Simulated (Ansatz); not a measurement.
# TiI3 (P6_3/mcm): one cell, many starting occupations (series 2), part 2 of 2

Task: map the metastable states of TiI3 (P6_3/mcm) by varying the start. Cell and atoms stay fixed.

Ansatz 0.2.0; DFT LDA+U (U_eff = 4 eV on Ti d), plane waves, PAW. Earlier steps stand in the parts before.

### Step 5. Random orbitals: fully mixed, one electron more

File input.yaml:

```yaml
crystal:
  lattice:
    - [7.14160089, 0.0, 0.0]
    - [-3.57080045, 6.1848078, 0.0]
    - [0.0, 0.0, 6.51019964]
  atoms:
    - { symbol: Ti, position: [0.0, 0.0, 0.0], spin: 2.0 }
    - { symbol: Ti, position: [0.0, 0.0, 0.5], spin: -2.0 }
    - { symbol: I, position: [0.31705, 0.0, 0.25] }
    - { symbol: I, position: [0.31705, 0.31705, 0.75] }
    - { symbol: I, position: [0.0, 0.31705, 0.25] }
    - { symbol: I, position: [0.68295, 0.0, 0.75] }
    - { symbol: I, position: [0.68295, 0.68295, 0.25] }
    - { symbol: I, position: [0.0, 0.68295, 0.75] }
basis:
  ecutwfc: 420
  ecutrho_ratio: 4
kpoints:
  mp_grid: { grid: [3, 3, 3] }
hamiltonian:
  xc: lda
  hubbard:
    sites:
      - { site: 0, l: d, u_eff: 4.0, starting_ns: [{ spin: up, occupation_matrix: s0up }, { spin: down, occupation_matrix: s0down }] }
      - { site: 1, l: d, u_eff: 4.0, starting_ns: [{ spin: up, occupation_matrix: s1up }, { spin: down, occupation_matrix: s1down }] }
    occupation_matrices:
      s0up:
        matrix:
          - [0.61091, -0.14627, -0.34106, -0.20764, 0.17707]
          - [-0.14627, 0.3627, -0.23398, 0.09741, -0.34999]
          - [-0.34106, -0.23398, 0.54764, 0.07205, 0.21585]
          - [-0.20764, 0.09741, 0.07205, 0.09987, -0.10818]
          - [0.17707, -0.34999, 0.21585, -0.10818, 0.37888]
      s0down:
        matrix:
          - [0.02, 0.0, 0.0, 0.0, 0.0]
          - [0.0, 0.02, 0.0, 0.0, 0.0]
          - [0.0, 0.0, 0.02, 0.0, 0.0]
          - [0.0, 0.0, 0.0, 0.02, 0.0]
          - [0.0, 0.0, 0.0, 0.0, 0.02]
      s1up:
        matrix:
          - [0.02, 0.0, 0.0, 0.0, 0.0]
          - [0.0, 0.02, 0.0, 0.0, 0.0]
          - [0.0, 0.0, 0.02, 0.0, 0.0]
          - [0.0, 0.0, 0.0, 0.02, 0.0]
          - [0.0, 0.0, 0.0, 0.0, 0.02]
      s1down:
        matrix:
          - [0.61091, -0.14627, -0.34106, -0.20764, 0.17707]
          - [-0.14627, 0.3627, -0.23398, 0.09741, -0.34999]
          - [-0.34106, -0.23398, 0.54764, 0.07205, 0.21585]
          - [-0.20764, 0.09741, 0.07205, 0.09987, -0.10818]
          - [0.17707, -0.34999, 0.21585, -0.10818, 0.37888]
    ns_hold: { iters: 12 }
scf:
  occupations: { method: gaussian, width: 0.05 }
  lower_state_search: "off"
  max_iter: 150
output:
  forces: true
  stress: true
  eigenvalues: true
  populations: true
  hubbard: { sites: [{ site: 0, l: d }, { site: 1, l: d }] }
magnetization:
  spin_polarized: true
```

The typed matrices are held for 12 cycles.

On the command line:

```sh
> ansatz run input.yaml --threads 4 --pin off --max-ram 6144MiB --backend cpu --events-out ev --progress --plain --runs-dir out
```

What it wrote, cut to the lines that bear on the results:

```text
Warning: crystal.symmetry: narrowed to the stabiliser of the occupation matrices — unitary ops 12 → 2, anti-unitary 12 → 0; lowered by the specified shells (site 0, l: d), (site 1, l: d); largest admitted image defect 2.2e-16, smallest excluded 4.6e-1 — at a splitting's scale: the group [...]
Warning: RAYON_NUM_THREADS=4 ignored (pool sized by the plan → 4); use --threads N
Ti: projections on atomic orbitals take those of the free atom [Ne] 3s2 3p6 3d2 4s2, of charge +0.00 (hamiltonian.pseudopotentials.projection_atoms); the dataset's partial waves leave at most 4.1e-7 of an orbital's norm unspanned inside its sphere
I: projections on atomic orbitals take those of the free atom [Kr] 4d10 5s2 5p5, of charge +0.00 (hamiltonian.pseudopotentials.projection_atoms); the dataset's partial waves leave at most 9.4e-6 of an orbital's norm unspanned inside its sphere
[...]
Pseudopotentials: kind: paw
Pseudopotential: Ti, paw, valence charge 12, recommended cutoff 420 eV (normal), Ti.paw.azcp
Pseudopotential: I, paw, valence charge 17, recommended cutoff 420 eV (normal), I.paw.azcp
Functional definition: SPW92
[...]
Crystal: 8 atoms, lattice volume = 287.552 Å³
[...]
WARN: hamiltonian.hubbard: on 2 of 4 specified blocks the occupation matrix of this SCF's result fails the test of the specified filling. At site 0 ↑ (sites count from 0 in the list of atoms of the cell that this SCF solves) the least filled combination of the orbitals specified full has [...]
  spilling = 0.003287 (of n_electrons = 126.000000)
--- Occupation matrices: 2 shells (run DFT+U table (all-electron-ortho-atomic); ε = 1.07e-2) ---
  Ti0 d_3D: site group D3d (-3m)
  Ti0 d_3D up     Tr n = 1.8153  λ = 0.094 0.094 0.330 0.330 0.967  [2× xy 0.28 Eg(1.00) | 2× yz 0.28 Eg(1.00) | z2 1.00 A1g(1.00)]
  Ti0 d_3D dn     Tr n = 0.7663  λ = 0.076 0.076 0.090 0.262 0.262  [2× xy 0.29 Eg(1.00) | z2 1.00 A1g(1.00) | 2× yz 0.29 Eg(1.00)]
  specified occupation → Ti0 d_3D up: matrix, ‖Δ‖_F = 1.1019, Tr Δ = +0.1847, displaced = 1.1092, d_λ = 0.7188; orbital distance = 1.1892
  specified occupation → Ti0 d_3D dn: matrix, ‖Δ‖_F = 0.3582, Tr Δ = -0.6663, displaced = 0.3331, d_λ = 0.3582; orbital distance = 0.0000
  Ti1 d_3D: site group D3d (-3m)
  Ti1 d_3D up     Tr n = 0.7663  λ = 0.076 0.076 0.090 0.262 0.262  [2× x2-y2 0.29 Eg(1.00) | z2 1.00 A1g(1.00) | 2× xz 0.29 Eg(1.00)]
  Ti1 d_3D dn     Tr n = 1.8153  λ = 0.094 0.094 0.330 0.330 0.967  [2× x2-y2 0.28 Eg(1.00) | 2× xz 0.28 Eg(1.00) | z2 1.00 A1g(1.00)]
  specified occupation → Ti1 d_3D up: matrix, ‖Δ‖_F = 0.3582, Tr Δ = -0.6663, displaced = 0.3331, d_λ = 0.3582; orbital distance = 0.0000
  specified occupation → Ti1 d_3D dn: matrix, ‖Δ‖_F = 1.1513, Tr Δ = +0.1847, displaced = 1.0949, d_λ = 0.7188; orbital distance = 1.2892
  Tr n, λ and their labels are of the run-group-symmetrised matrices; stabiliser: 24 of 48 elements of G0×{1,Θ} (closed), max defect 2.0e-3 at τ = 2.3e-3
```

Run time: 26 s. Hardware: 4 threads of INTEL XEON PLATINUM 8581C at 2.30GHz (Emerald Rapids), shared host; peak memory 1.2 GiB.

End state: a gap on the mesh of 1.75 eV, pressure -0.1 GPa, moments in spheres Ti 0.90, -0.90 μB, largest force component 0.04 eV/Å, 2 symmetry operations imposed. The program reports that the typed filling wasn't kept.

How the shells are filled (orbitals counted by the eigenvalues of the occupation matrices):

```
         shell  channel  electrons  over 0.8  0.2 to 0.8  under 0.2
Ti 3d (atom 1)       up       1.82         1           2          2
Ti 3d (atom 1)     down       0.77         0           2          3
Ti 3d (atom 2)       up       0.77         0           2          3
Ti 3d (atom 2)     down       1.82         1           2          2
```

### Step 6. Random orbitals: drawn by pairs, first filling

input.yaml, as its differences from that of step 5:

```diff
@@ -6,4 +6,4 @@
   atoms:
-    - { symbol: Ti, position: [0.0, 0.0, 0.0], spin: 2.0 }
-    - { symbol: Ti, position: [0.0, 0.0, 0.5], spin: -2.0 }
+    - { symbol: Ti, position: [0.0, 0.0, 0.0], spin: 1.0 }
+    - { symbol: Ti, position: [0.0, 0.0, 0.5], spin: -1.0 }
     - { symbol: I, position: [0.31705, 0.0, 0.25] }
@@ -28,7 +28,7 @@
         matrix:
-          - [0.61091, -0.14627, -0.34106, -0.20764, 0.17707]
-          - [-0.14627, 0.3627, -0.23398, 0.09741, -0.34999]
-          - [-0.34106, -0.23398, 0.54764, 0.07205, 0.21585]
-          - [-0.20764, 0.09741, 0.07205, 0.09987, -0.10818]
-          - [0.17707, -0.34999, 0.21585, -0.10818, 0.37888]
+          - [0.02, 0.0, 0.0, 0.0, 0.0]
+          - [0.0, 0.02, 0.0, 0.0, 0.0]
+          - [0.0, 0.0, 0.495, 0.0, 0.475]
+          - [0.0, 0.0, 0.0, 0.02, 0.0]
+          - [0.0, 0.0, 0.475, 0.0, 0.495]
       s0down:
@@ -49,8 +49,8 @@
         matrix:
-          - [0.61091, -0.14627, -0.34106, -0.20764, 0.17707]
-          - [-0.14627, 0.3627, -0.23398, 0.09741, -0.34999]
-          - [-0.34106, -0.23398, 0.54764, 0.07205, 0.21585]
-          - [-0.20764, 0.09741, 0.07205, 0.09987, -0.10818]
-          - [0.17707, -0.34999, 0.21585, -0.10818, 0.37888]
-    ns_hold: { iters: 12 }
+          - [0.02, 0.0, 0.0, 0.0, 0.0]
+          - [0.0, 0.02, 0.0, 0.0, 0.0]
+          - [0.0, 0.0, 0.495, 0.0, 0.475]
+          - [0.0, 0.0, 0.0, 0.02, 0.0]
+          - [0.0, 0.0, 0.475, 0.0, 0.495]
+    ns_hold: until_converged
 scf:
```

The typed matrices are held until the SCF converges, then released.

On the command line:

```sh
> ansatz run input.yaml --threads 4 --pin off --max-ram 6144MiB --backend cpu --events-out ev --progress --plain --runs-dir out
```

What it wrote, cut to the lines that bear on the results:

```text
Warning: crystal.symmetry: narrowed to the stabiliser of the occupation matrices — unitary ops 12 → 4, anti-unitary 12 → 0; lowered by the specified shells (site 0, l: d), (site 1, l: d); largest admitted image defect 7.7e-10, smallest excluded 3.6e-1 — at a splitting's scale: the group [...]
Warning: RAYON_NUM_THREADS=4 ignored (pool sized by the plan → 4); use --threads N
Ti: projections on atomic orbitals take those of the free atom [Ne] 3s2 3p6 3d2 4s2, of charge +0.00 (hamiltonian.pseudopotentials.projection_atoms); the dataset's partial waves leave at most 4.1e-7 of an orbital's norm unspanned inside its sphere
I: projections on atomic orbitals take those of the free atom [Kr] 4d10 5s2 5p5, of charge +0.00 (hamiltonian.pseudopotentials.projection_atoms); the dataset's partial waves leave at most 9.4e-6 of an orbital's norm unspanned inside its sphere
[...]
Pseudopotentials: kind: paw
Pseudopotential: Ti, paw, valence charge 12, recommended cutoff 420 eV (normal), Ti.paw.azcp
Pseudopotential: I, paw, valence charge 17, recommended cutoff 420 eV (normal), I.paw.azcp
Functional definition: SPW92
[...]
Crystal: 8 atoms, lattice volume = 287.552 Å³
[...]
WARN: hamiltonian.hubbard: on 1 of 4 specified blocks the occupation matrix of this SCF's result fails the test of the specified filling. At site 0 ↑ (sites count from 0 in the list of atoms of the cell that this SCF solves) the least filled combination of the orbitals specified full has [...]
--- Occupation matrices: 2 shells (run DFT+U table (all-electron-ortho-atomic); ε = 7.78e-3) ---
  Ti0 d_3D: site group D3d (-3m)
  Ti0 d_3D up     Tr n = 1.8189  λ = 0.096 0.099 0.331 0.335 0.959  [2× xy 0.28 Eg(1.00) | 2× yz 0.28 Eg(1.00) | z2 1.00 A1g(1.00)]
  Ti0 d_3D dn     Tr n = 0.7678  λ = 0.073 0.077 0.080 0.266 0.272  [3× z2 0.33 Eg(0.67) | 2× yz 0.30 Eg(1.00)]
  specified occupation → Ti0 d_3D up: matrix, ‖Δ‖_F = 1.1843, Tr Δ = -0.7689, displaced = 1.0251, d_λ = 0.4558; orbital distance = 1.4142
  specified occupation → Ti0 d_3D dn: matrix, ‖Δ‖_F = 0.3655, Tr Δ = -0.6678, displaced = 0.3339, d_λ = 0.3655; orbital distance = 0.0000
  Ti1 d_3D: site group D3d (-3m)
  Ti1 d_3D up     Tr n = 0.7538  λ = 0.058 0.074 0.113 0.246 0.263  [xy 0.64 Eg(1.00) | x2-y2 0.71 Eg(1.00) | z2 0.99 A1g(0.99) | xz 0.70 Eg(0.99) | yz 0.64 Eg(1.00)]
  Ti1 d_3D dn     Tr n = 1.8272  λ = 0.092 0.101 0.308 0.336 0.991  [x2-y2 0.72 Eg(1.00) | z2 0.99 A1g(0.99) | xz 0.72 Eg(1.00) | yz 0.63 Eg(1.00) | xy 0.63 Eg(1.00)]
  specified occupation → Ti1 d_3D up: matrix, ‖Δ‖_F = 0.3508, Tr Δ = -0.6538, displaced = 0.3269, d_λ = 0.3508; orbital distance = 0.0000
  specified occupation → Ti1 d_3D dn: matrix, ‖Δ‖_F = 0.4657, Tr Δ = -0.7772, displaced = 0.4013, d_λ = 0.4413; orbital distance = 0.1885
  Tr n, λ and their labels are of the run-group-symmetrised matrices; stabiliser: 4 of 48 elements of G0×{1,Θ} (closed), max defect 1.1e-15 at τ = 1.7e-3
```

Run time: 20 s. Hardware: 4 threads of INTEL XEON PLATINUM 8581C at 2.30GHz (Emerald Rapids), shared host; peak memory 1.1 GiB.

Result: a gap on the mesh of 1.16 eV, pressure 0.0 GPa, moments in spheres Ti 0.90, -0.93 μB, largest force component 0.10 eV/Å, 4 symmetry operations imposed. The program reports that the typed filling wasn't kept.

How the shells are filled (orbitals counted by the eigenvalues of the occupation matrices):

```
         shell  channel  electrons  over 0.8  0.2 to 0.8  under 0.2
Ti 3d (atom 1)       up       1.82         1           2          2
Ti 3d (atom 1)     down       0.77         0           2          3
Ti 3d (atom 2)       up       0.75         0           2          3
Ti 3d (atom 2)     down       1.83         1           2          2
```

### Step 7. All runs side by side

The summary covers parts 1 to 2.

Energies count from the lowest free state and have the smearing extrapolated to zero.

| start | energy (meV/atom) | gap (eV) | pressure (GPa) | largest moment (μB) | SCF cycles | time |
| --- | --- | --- | --- | --- | --- | --- |
| random orbitals: fully mixed, first filling | 0.0 | 1.75 | -0.1 | 0.90 | 58 | 90 s |
| from atoms, default search (earlier series) | 0.0 | 1.75 | -0.1 | 0.90 | 18 | 25 s |
| random orbitals: single harmonics, first filling | 0.0 | 1.75 | -0.1 | 0.90 | 27 | 10 s |
| random orbitals: fully mixed, one electron more | 0.0 | 1.75 | -0.1 | 0.90 | 46 | 26 s |
| random orbitals: drawn by pairs, first filling | 20.7 | 1.16 | 0.0 | 0.93 | 44 | 20 s |
| random orbitals: single harmonics, second filling | 21.2 | 1.16 | 0.0 | 0.93 | 49 | 22 s |

The 6 free runs end at 2 energies more than 1 meV/atom apart (states closer than that can still differ), spread over 21 meV/atom; the lowest came from «random orbitals: fully mixed, first filling» and 3 more starts. Their gaps on the mesh range from 1.16 to 1.75 eV, so the gap depends on the state reached. The run with the program's default settings reaches the lowest one found. The lowest state found need not be the ground state, and the geometry wasn't relaxed for any of them.
